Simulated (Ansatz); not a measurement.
# CH5FInNSi: single points with varied inputs

Aim: run CH5FInNSi under a spread of inputs, and see what each costs and gives.

Method: the settings change from run to run; program: Ansatz 0.2.0, Gaussian basis.

## (1) The molecule

The structure was relaxed beforehand with PBE0-D4 in a triple-zeta def2 set. In takes a core potential in def2 sets; no spin-orbit term is included.

SMILES `[F][In]1[CH2][SiH2][NH]1`, 10 atoms, charge 0, spin multiplicity 1.

Atoms are counted from 1 here; the program's logs count them from 0.

Bond lengths: F1–In2 1.936 Å, In2–C3 2.165 Å, In2–N5 2.060 Å, C3–Si4 1.894 Å, C3–H6 1.090 Å, C3–H7 1.090 Å, Si4–N5 1.723 Å, Si4–H8 1.493 Å, Si4–H9 1.493 Å, N5–H10 1.007 Å. Angles: F1–In2–C3 154.2°, F1–In2–N5 125.9°, C3–In2–N5 79.9°, In2–C3–Si4 87.4°, In2–C3–H6 112.7°, In2–C3–H7 112.5°, Si4–C3–H6 116.8°, Si4–C3–H7 116.7°, H6–C3–H7 109.3°, C3–Si4–N5 97.1°, C3–Si4–H8 111.1°, C3–Si4–H9 111.2°, N5–Si4–H8 115.1°, N5–Si4–H9 115.0°, H8–Si4–H9 107.2°, In2–N5–Si4 95.6°, In2–N5–H10 136.9°, Si4–N5–H10 127.5°.

Geometry (Å):

```xyz
10
charge 0, multiplicity 1
F     0.7415   -1.4746   -3.1814
In    0.4856   -0.7464   -1.4063
C     1.0322   -0.4126    0.6613
Si   -0.5581    0.6029    0.8285
N    -1.1017    0.4161   -0.7957
H     1.0867   -1.3375    1.2357
H     1.9723    0.1301    0.7624
H    -1.4592    0.0225    1.8673
H    -0.2599    2.0070    1.2375
H    -1.9394    0.7925   -1.2093
```

## (2) LC-wPBE/def2-mTZVPP

Options: multiplicity 3, atoms shaken by 0.03 Å, relativity set to none.

in.yaml

```yaml
crystal:
  periodic: [false, false, false]
  atoms:
    - {symbol: F, position_ang: [0.722087, -1.492324, -3.189609]}
    - {symbol: In, position_ang: [0.514357, -0.769947, -1.459831]}
    - {symbol: C, position_ang: [1.035372, -0.420535, 0.642398]}
    - {symbol: Si, position_ang: [-0.580158, 0.640619, 0.797861]}
    - {symbol: N, position_ang: [-1.098958, 0.399638, -0.822028]}
    - {symbol: H, position_ang: [1.079053, -1.327942, 1.251322]}
    - {symbol: H, position_ang: [2.002123, 0.127688, 0.789244]}
    - {symbol: H, position_ang: [-1.461526, 0.022359, 1.822715]}
    - {symbol: H, position_ang: [-0.295809, 2.045846, 1.244999]}
    - {symbol: H, position_ang: [-1.945924, 0.753822, -1.177209]}
basis:
  gaussian: {orbitals: def2-mTZVPP}
magnetization: {spin_polarized: true, initial_magnetization: 2}
hamiltonian: {xc: {name: LC-wPBE}, pseudopotentials: {relativity: none}}
output: {forces: true}
```

Command:

```console
$ ansatz run in.yaml --threads 4 --pin off --events-out ev --progress --plain --max-ram 10444MiB
```

The program printed (excerpt; [...] marks lines left out):

```text
Functional definition: LC-wPBE
  name "LC-wPBE"
  cite "Vydrov & Scuseria, J. Chem. Phys. 125, 234109 (2006) doi:10.1063/1.2409292"
  cite "Heyd & Scuseria, J. Chem. Phys. 120, 7274 (2004) doi:10.1063/1.1668634"
  cite "Ernzerhof & Perdew, J. Chem. Phys. 109, 3313 (1998) doi:10.1063/1.476928"
  cite "Perdew, Burke & Ernzerhof, Phys. Rev. Lett. 77, 3865 (1996) doi:10.1103/PhysRevLett.77.3865"
  parent pbe
[...]
1388 factors; their error is unknown
535 factors; integrals over basis functions are off by at most 1.6e-5 eV
[...]
mean field -18370.94994565 eV, -675.1199582255 hartree, gradient 1.8e-5 eV, S^2 2.013210; 4 other end points of the search recorded, 0 dependent functions left out
[...]
reference -18370.94994566 eV, -675.1199582260 hartree; 32, 30 occupied and 123, 125 virtual orbitals, 1388 factors
Total energy: -18370.94994566 eV, -675.1199582260 hartree
Atom 0 at     0.722087    -1.492324    -3.189609 Å, force    -0.203818    -1.996163    -2.821186 eV/Å
Atom 1 at     0.514357    -0.769947    -1.459831 Å, force     3.578017     0.780378     0.277058 eV/Å
Atom 2 at     1.035372    -0.420535     0.642398 Å, force    -0.755749     0.720388     1.198709 eV/Å
Atom 3 at    -0.580158     0.640619     0.797861 Å, force     3.322425    -0.786289     3.013698 eV/Å
Atom 4 at    -1.098958     0.399638    -0.822028 Å, force    -2.370170     0.946142     0.306336 eV/Å
Atom 5 at     1.079053    -1.327942     1.251322 Å, force    -0.218537     0.189818     0.257386 eV/Å
Atom 6 at     2.002123     0.127688     0.789244 Å, force    -0.890028    -0.444480    -0.493172 eV/Å
Atom 7 at    -1.461526     0.022359     1.822715 Å, force    -0.506525     0.070793    -0.418030 eV/Å
Atom 8 at    -0.295809     2.045846     1.244999 Å, force    -0.466993    -0.113325    -0.557861 eV/Å
Atom 9 at    -1.945924     0.753822    -1.177209 Å, force    -1.488622     0.632737    -0.762936 eV/Å
Dipole moment:    -0.956932     0.378490     0.897330 e Å
```

Run time: 11 s. Hardware: 4 threads of Arm Neoverse V2, shared host; peak memory 0.64 GiB.

Largest force 4.554 eV/Å, dipole 6.56 D, ⟨S²⟩ 2.013.

## (3) wPBEh/def2-mTZVPP

Options: charge +1, multiplicity 2, restricted open-shell orbitals, coordinates scaled by 0.96.

in.yaml

```yaml
crystal:
  periodic: [false, false, false]
  atoms:
    - {symbol: F, position_ang: [0.711817, -1.415601, -3.054121]}
    - {symbol: In, position_ang: [0.466201, -0.716550, -1.350056]}
    - {symbol: C, position_ang: [0.990885, -0.396082, 0.634848]}
    - {symbol: Si, position_ang: [-0.535741, 0.578773, 0.795357]}
    - {symbol: N, position_ang: [-1.057599, 0.399471, -0.763847]}
    - {symbol: H, position_ang: [1.043266, -1.283994, 1.186295]}
    - {symbol: H, position_ang: [1.893401, 0.124887, 0.731862]}
    - {symbol: H, position_ang: [-1.400845, 0.021597, 1.792591]}
    - {symbol: H, position_ang: [-0.249534, 1.926755, 1.188008]}
    - {symbol: H, position_ang: [-1.861861, 0.760753, -1.160939]}
basis:
  gaussian: {orbitals: def2-mTZVPP}
total_charge: 1
magnetization: {spin_polarized: false, initial_magnetization: 1}
hamiltonian: {xc: {name: wPBEh}}
output: {forces: true}
```

Same command.

The program printed (excerpt; [...] marks lines left out):

```text
Functional definition: wPBEh
  name "wPBEh"
  cite "Heyd, Scuseria & Ernzerhof, J. Chem. Phys. 118, 8207 (2003) doi:10.1063/1.1564060"
  cite "Krukau, Vydrov, Izmaylov & Scuseria, J. Chem. Phys. 125, 224106 (2006) doi:10.1063/1.2404663"
  cite "Heyd & Scuseria, J. Chem. Phys. 120, 7274 (2004) doi:10.1063/1.1668634"
  cite "Ernzerhof & Perdew, J. Chem. Phys. 109, 3313 (1998) doi:10.1063/1.476928"
  cite "Perdew, Burke & Ernzerhof, Phys. Rev. Lett. 77, 3865 (1996) doi:10.1103/PhysRevLett.77.3865"
  parent pbe
[...]
1529 factors; integrals over basis functions are off by at most 1.3e-3 eV
115 factors; integrals over basis functions are off by at most 3.0e-7 eV
[...]
mean field -18362.19692329 eV, -674.7982905869 hartree, gradient 2.4e-5 eV, S^2 0.750000; 4 other end points of the search recorded, 0 dependent functions left out
[...]
Atom 0 at     0.711817    -1.415601    -3.054121 Å, force     0.003970    -0.496161    -1.531264 eV/Å
Atom 1 at     0.466201    -0.716550    -1.350056 Å, force     3.535440    -2.558435    -1.276677 eV/Å
Atom 2 at     0.990885    -0.396082     0.634848 Å, force    -0.535317     0.214058    -0.329903 eV/Å
Atom 3 at    -0.535741     0.578773     0.795357 Å, force     1.605442     0.265243     3.858403 eV/Å
Atom 4 at    -1.057599     0.399471    -0.763847 Å, force    -2.606268     1.206687    -1.189861 eV/Å
Atom 5 at     1.043266    -1.283994     1.186295 Å, force     0.116627    -1.472834     0.930003 eV/Å
Atom 6 at     1.893401     0.124887     0.731862 Å, force     1.517008     0.844838     0.182412 eV/Å
Atom 7 at    -1.400845     0.021597     1.792591 Å, force    -1.196593    -0.445582     0.525471 eV/Å
Atom 8 at    -0.249534     1.926755     1.188008 Å, force    -0.096652     1.375472    -0.050977 eV/Å
Atom 9 at    -1.861861     0.760753    -1.160939 Å, force    -2.343657     1.066714    -1.117607 eV/Å
Dipole moment:    -0.593620     0.632552     0.844308 e Å
```

Run time: 11 s. Hardware: 4 threads of Arm Neoverse V2, shared host; peak memory 0.64 GiB.

Largest force 4.547 eV/Å.

## (4) revPBE0/def2-TZVP

Options: unrestricted orbitals.

in.yaml

```yaml
crystal:
  periodic: [false, false, false]
  atoms:
    - {symbol: F, position_ang: [0.741476, -1.474584, -3.181376]}
    - {symbol: In, position_ang: [0.485626, -0.746406, -1.406308]}
    - {symbol: C, position_ang: [1.032172, -0.412585, 0.661300]}
    - {symbol: Si, position_ang: [-0.558063, 0.602889, 0.828497]}
    - {symbol: N, position_ang: [-1.101665, 0.416116, -0.795673]}
    - {symbol: H, position_ang: [1.086735, -1.337493, 1.235724]}
    - {symbol: H, position_ang: [1.972292, 0.130091, 0.762356]}
    - {symbol: H, position_ang: [-1.459213, 0.022497, 1.867283]}
    - {symbol: H, position_ang: [-0.259931, 2.007037, 1.237509]}
    - {symbol: H, position_ang: [-1.939439, 0.792451, -1.209312]}
basis:
  gaussian: {orbitals: def2-TZVP}
magnetization: {spin_polarized: true, initial_magnetization: 0}
hamiltonian: {xc: {name: revPBE0}}
output: {forces: true}
```

Launched as before.

The program printed (excerpt; [...] marks lines left out):

```text
Functional definition: revPBE0
  name "revPBE0"
  cite "Zhang & Yang, Phys. Rev. Lett. 80, 890 (1998) doi:10.1103/PhysRevLett.80.890"
  cite "Adamo & Barone, J. Chem. Phys. 110, 6158 (1999) doi:10.1063/1.478522"
  cite "Perdew, Burke & Ernzerhof, Phys. Rev. Lett. 77, 3865 (1996) doi:10.1103/PhysRevLett.77.3865"
[...]
1460 factors; their error is unknown
[...]
mean field -18377.62422580 eV, -675.3652334972 hartree, gradient 1.6e-5 eV, S^2 0.000000; 0 other end points of the search recorded, 0 dependent functions left out
[...]
reference -18377.62428425 eV, -675.3652356450 hartree; 31, 31 occupied and 179, 179 virtual orbitals, 1460 factors
Total energy: -18377.62428425 eV, -675.3652356450 hartree
Atom 0 at     0.741476    -1.474584    -3.181376 Å, force     0.025167    -0.062923    -0.148792 eV/Å
Atom 1 at     0.485626    -0.746406    -1.406308 Å, force     0.054937    -0.034907    -0.008212 eV/Å
Atom 2 at     1.032172    -0.412585     0.661300 Å, force     0.087965    -0.033527     0.060151 eV/Å
Atom 3 at    -0.558063     0.602889     0.828497 Å, force    -0.038328     0.055100     0.101486 eV/Å
Atom 4 at    -1.101665     0.416116    -0.795673 Å, force    -0.116512     0.047477    -0.070004 eV/Å
Atom 5 at     1.086735    -1.337493     1.235724 Å, force     0.009740    -0.016816     0.016483 eV/Å
Atom 6 at     1.972292     0.130091     0.762356 Å, force     0.023458     0.004350     0.009799 eV/Å
Atom 7 at    -1.459213     0.022497     1.867283 Å, force    -0.024606    -0.003090     0.027007 eV/Å
Atom 8 at    -0.259931     2.007037     1.237509 Å, force    -0.001811     0.033591     0.014929 eV/Å
Atom 9 at    -1.939439     0.792451    -1.209312 Å, force    -0.020010     0.010745    -0.002846 eV/Å
Dipole moment:     0.106314     0.017929     0.253527 e Å
```

It took 6 s on 4 threads of Arm Neoverse V2, shared host; peak memory 0.77 GiB.

Largest force 0.163 eV/Å, dipole 1.32 D, ⟨S²⟩ 0.000.

## (5) revPBE/def2-mTZVPP

This run has high accuracy, the search for lower states set to off.

in.yaml, as its differences from that of step 4:

```diff
@@ -14,5 +14,5 @@
 basis:
-  gaussian: {orbitals: def2-TZVP}
-magnetization: {spin_polarized: true, initial_magnetization: 0}
-hamiltonian: {xc: {name: revPBE0}}
-output: {forces: true}
+  gaussian: {orbitals: def2-mTZVPP}
+hamiltonian: {xc: {name: revPBE}}
+accuracy: high
+scf: {lower_state_search: off}
```

Same command.

The program printed (excerpt; [...] marks lines left out):

```text
Functional definition: revPBE
  name "revPBE"
  cite "Zhang & Yang, Phys. Rev. Lett. 80, 890 (1998) doi:10.1103/PhysRevLett.80.890"
  cite "Perdew, Burke & Ernzerhof, Phys. Rev. Lett. 77, 3865 (1996) doi:10.1103/PhysRevLett.77.3865"
[...]
3246 factors; integrals over basis functions are off by at most 2.9e-8 eV
[...]
mean field -18378.18269808 eV, -675.3857569748 hartree, gradient 1.7e-8 eV, S^2 0.000000; 0 other end points of the search recorded, 0 dependent functions left out
reference -18378.18270617 eV, -675.3857572719 hartree; 31, 31 occupied and 124, 124 virtual orbitals, 3246 factors
Total energy: -18378.18270617 eV, -675.3857572719 hartree
Checks for a lower state left out: stability, starts, cluster_reference, orbital_swaps, neighbouring_geometries, increment
```

Wall time 4.2 s (4 threads of Arm Neoverse V2, shared host); peak memory 0.51 GiB.

## (6) HF/def2-mTZVPP

Set apart from the defaults: coordinates scaled by 0.92.

in.yaml

```yaml
crystal:
  periodic: [false, false, false]
  atoms:
    - {symbol: F, position_ang: [0.682158, -1.356618, -2.926866]}
    - {symbol: In, position_ang: [0.446776, -0.686694, -1.293804]}
    - {symbol: C, position_ang: [0.949598, -0.379579, 0.608396]}
    - {symbol: Si, position_ang: [-0.513418, 0.554658, 0.762217]}
    - {symbol: N, position_ang: [-1.013532, 0.382827, -0.732020]}
    - {symbol: H, position_ang: [0.999796, -1.230494, 1.136866]}
    - {symbol: H, position_ang: [1.814509, 0.119684, 0.701368]}
    - {symbol: H, position_ang: [-1.342476, 0.020697, 1.717900]}
    - {symbol: H, position_ang: [-0.239137, 1.846474, 1.138508]}
    - {symbol: H, position_ang: [-1.784284, 0.729055, -1.112567]}
basis:
  gaussian: {orbitals: def2-mTZVPP}
hamiltonian: {xc: {name: HF}}
```

Same command.

The program printed:

```text
Functional definition: HF
  name "HF"
  cite "Fock, Z. Phys. 61, 126 (1930) doi:10.1007/BF01340294"
  parent pbe
  exchange = exact_x
  correlation = 0
1733 factors; their error is unknown
mean field evaluation 1: about -18302.1859 eV, gradient 5.7e1 eV
mean field evaluation 2: about -18306.1760 eV, gradient 3.5e1 eV
mean field evaluation 4: about -18308.2995 eV, gradient 1.2e0 eV
mean field evaluation 8: about -18308.8131 eV, gradient 6.3e-1 eV
mean field -18308.81339906 eV, -672.8364822559 hartree, gradient 2.7e-5 eV, S^2 0.000000; 0 other end points of the search recorded, 0 dependent functions left out
reference -18308.81339906 eV, -672.8364822559 hartree; 31, 31 occupied and 124, 124 virtual orbitals, 1733 factors
Total energy: -18308.81339906 eV, -672.8364822559 hartree
```

It took 0.7 s on 4 threads of Arm Neoverse V2, shared host; peak memory 0.33 GiB.

## (7) RPA/x2c-TZVPPall

This run has the search for lower states set to light.

in.yaml

```yaml
crystal:
  periodic: [false, false, false]
  atoms:
    - {symbol: F, position_ang: [0.741476, -1.474584, -3.181376]}
    - {symbol: In, position_ang: [0.485626, -0.746406, -1.406308]}
    - {symbol: C, position_ang: [1.032172, -0.412585, 0.661300]}
    - {symbol: Si, position_ang: [-0.558063, 0.602889, 0.828497]}
    - {symbol: N, position_ang: [-1.101665, 0.416116, -0.795673]}
    - {symbol: H, position_ang: [1.086735, -1.337493, 1.235724]}
    - {symbol: H, position_ang: [1.972292, 0.130091, 0.762356]}
    - {symbol: H, position_ang: [-1.459213, 0.022497, 1.867283]}
    - {symbol: H, position_ang: [-0.259931, 2.007037, 1.237509]}
    - {symbol: H, position_ang: [-1.939439, 0.792451, -1.209312]}
basis:
  gaussian: {orbitals: x2c-TZVPPall}
hamiltonian: {xc: {name: PBE}}
correlation: {method: rpa}
scf: {lower_state_search: light}
```

Launched as before.

The program printed (excerpt; [...] marks lines left out):

```text
Functional definition: PBE
  name "PBE"
  cite "Perdew, Burke & Ernzerhof, Phys. Rev. Lett. 77, 3865 (1996) doi:10.1103/PhysRevLett.77.3865"
  parent pbe
[...]
1803 factors; integrals over basis functions are off by at most 1.0e-3 eV
[...]
mean field -173237.47958655 eV, -6366.3599502244 hartree, gradient 3.0e-6 eV, S^2 0.000000; 1 other end points of the search recorded, 0 dependent functions left out
26 core orbitals not correlated: weight in the atoms' cores, before any rotation towards them, 1.000 or more for the frozen orbitals, at most 0.000 for the correlated occupied ones
reference -173139.21292864 eV, -6362.7487171540 hartree; 19, 19 occupied and 220, 220 virtual orbitals, 1803 factors
Total energy: -173183.83317180 eV, -6364.3884808452 hartree
Relativity: scalar
```

It took 9.5 s on 4 threads of Arm Neoverse V2, shared host; peak memory 0.81 GiB.

## (8) HSE06/ANO-RCC-VTZP

Set apart from the defaults: D3(BJ) dispersion.

in.yaml, as its differences from that of step 7:

```diff
@@ -14,5 +14,4 @@
 basis:
-  gaussian: {orbitals: x2c-TZVPPall}
-hamiltonian: {xc: {name: PBE}}
-correlation: {method: rpa}
-scf: {lower_state_search: light}
+  gaussian: {orbitals: ANO-RCC-VTZP}
+hamiltonian: {xc: {name: HSE06}, dispersion: d3bj}
+output: {forces: true}
```

The command is unchanged.

The program printed (excerpt; [...] marks lines left out):

```text
Functional definition: HSE06
  name "HSE06"
  cite "Heyd, Scuseria & Ernzerhof, J. Chem. Phys. 118, 8207 (2003) doi:10.1063/1.1564060"
  cite "Krukau, Vydrov, Izmaylov & Scuseria, J. Chem. Phys. 125, 224106 (2006) doi:10.1063/1.2404663"
  cite "Heyd & Scuseria, J. Chem. Phys. 120, 7274 (2004) doi:10.1063/1.1668634"
  cite "Ernzerhof & Perdew, J. Chem. Phys. 109, 3313 (1998) doi:10.1063/1.476928"
  cite "Perdew, Burke & Ernzerhof, Phys. Rev. Lett. 77, 3865 (1996) doi:10.1103/PhysRevLett.77.3865"
  parent pbe
[...]
  # The whole range is PBE's own exchange, as in plane waves. The composition of these papers is wPBEh.
[...]
2086 factors; their error is unknown
136 factors; integrals over basis functions are off by at most 9.6e-7 eV
[...]
Relativity: scalar
Atom 0 at     0.741476    -1.474584    -3.181376 Å, force     0.004697    -0.005023    -0.007769 eV/Å
Atom 1 at     0.485626    -0.746406    -1.406308 Å, force     0.000519    -0.010982    -0.036994 eV/Å
Atom 2 at     1.032172    -0.412585     0.661300 Å, force     0.038075    -0.016667     0.018496 eV/Å
Atom 3 at    -0.558063     0.602889     0.828497 Å, force     0.007486     0.043844     0.153268 eV/Å
Atom 4 at    -1.101665     0.416116    -0.795673 Å, force    -0.038146    -0.008845    -0.096408 eV/Å
Atom 5 at     1.086735    -1.337493     1.235724 Å, force     0.000473     0.025467    -0.016495 eV/Å
Atom 6 at     1.972292     0.130091     0.762356 Å, force    -0.024670    -0.017800    -0.002361 eV/Å
Atom 7 at    -1.459213     0.022497     1.867283 Å, force    -0.002078     0.001882    -0.009550 eV/Å
Atom 8 at    -0.259931     2.007037     1.237509 Å, force    -0.004169    -0.002618    -0.008560 eV/Å
Atom 9 at    -1.939439     0.792451    -1.209312 Å, force     0.017813    -0.009258     0.006374 eV/Å
Dipole moment:     0.104222     0.033651     0.298357 e Å
```

Wall time 17 s (4 threads of Arm Neoverse V2, shared host); peak memory 1.5 GiB.

Largest force 0.160 eV/Å, dipole 1.53 D.

## (9) B3LYP/def2-mTZVP

Set apart from the defaults: density fitting with def2-universal-jkfit, the search for lower states set to light.

in.yaml, as its differences from that of step 8:

```diff
@@ -14,4 +14,4 @@
 basis:
-  gaussian: {orbitals: ANO-RCC-VTZP}
-hamiltonian: {xc: {name: HSE06}, dispersion: d3bj}
-output: {forces: true}
+  gaussian: {orbitals: def2-mTZVP, fitting: {mean_field: def2-universal-jkfit}}
+hamiltonian: {xc: {name: B3LYP}}
+scf: {lower_state_search: light}
```

Same command.

The program printed (excerpt; [...] marks lines left out):

```text
Functional definition: B3LYP
  name "B3LYP"
  cite "Stephens, Devlin, Chabalowski & Frisch, J. Phys. Chem. 98, 11623 (1994) doi:10.1021/j100096a001"
  cite "Becke, Phys. Rev. A 38, 3098 (1988) doi:10.1103/PhysRevA.38.3098"
  cite "Lee, Yang & Parr, Phys. Rev. B 37, 785 (1988) doi:10.1103/PhysRevB.37.785"
  cite "Vosko, Wilk & Nusair, Can. J. Phys. 58, 1200 (1980) doi:10.1139/p80-159"
[...]
665 factors; integrals over basis functions are off by at most 1.6e0 eV
[...]
mean field -18382.34238952 eV, -675.5386228157 hartree, gradient 6.7e-5 eV, S^2 0.000000; 0 other end points of the search recorded, 0 dependent functions left out
reference -18382.34269389 eV, -675.5386340010 hartree; 31, 31 occupied and 99, 99 virtual orbitals, 665 factors
Total energy: -18382.34269389 eV, -675.5386340010 hartree
```

Wall time 1.3 s (4 threads of Arm Neoverse V2, shared host).

## (10) The runs in one table

| level | charge | multiplicity | geometry | functions | energy (eV) | time |
| --- | --- | --- | --- | --- | --- | --- |
| LC-wPBE/def2-mTZVPP | 0 | 3 | shaken | 155 | -18370.950 | 11 s |
| wPBEh/def2-mTZVPP | 1 | 2 | scaled | 155 | -18362.197 | 11 s |
| revPBE0/def2-TZVP | 0 | 1 | relaxed | 210 | -18377.624 | 6 s |
| revPBE/def2-mTZVPP | 0 | 1 | relaxed | 155 | -18378.183 | 4.2 s |
| HF/def2-mTZVPP | 0 | 1 | scaled | 155 | -18308.813 | 0.7 s |
| RPA/x2c-TZVPPall | 0 | 1 | relaxed | 265 | -173183.833 | 9.5 s |
| HSE06/ANO-RCC-VTZP | 0 | 1 | relaxed | 262 | -173237.435 | 17 s |
| B3LYP/def2-mTZVP | 0 | 1 | relaxed | 130 | -18382.343 | 1.3 s |

## (11) Summary of results

```
                                         quantity                     value
                                             runs                         8
                                         quickest     HF/def2-mTZVPP, 0.7 s
                                          slowest  HSE06/ANO-RCC-VTZP, 17 s
spread of total energies, same state and geometry               154859.8 eV
                  dipole, same state and geometry            1.32 to 1.53 D
```

**Reading.** HSE06/ANO-RCC-VTZP took 24 times as long as HF/def2-mTZVPP. The jobs differ in tasks and options as well as level. The totals spread over 154860 eV; they can't be compared across methods or bases. Some of these runs are scalar-relativistic and others not, which shifts the totals of all-electron atoms past neon by eV; core potentials, where a basis has them, take the core out of the total altogether. At the PBE0-D4/def2-TZVP geometry and in the same state, runs without warnings or point charges leave forces up to 0.16 eV/Å (revPBE0/def2-TZVP).
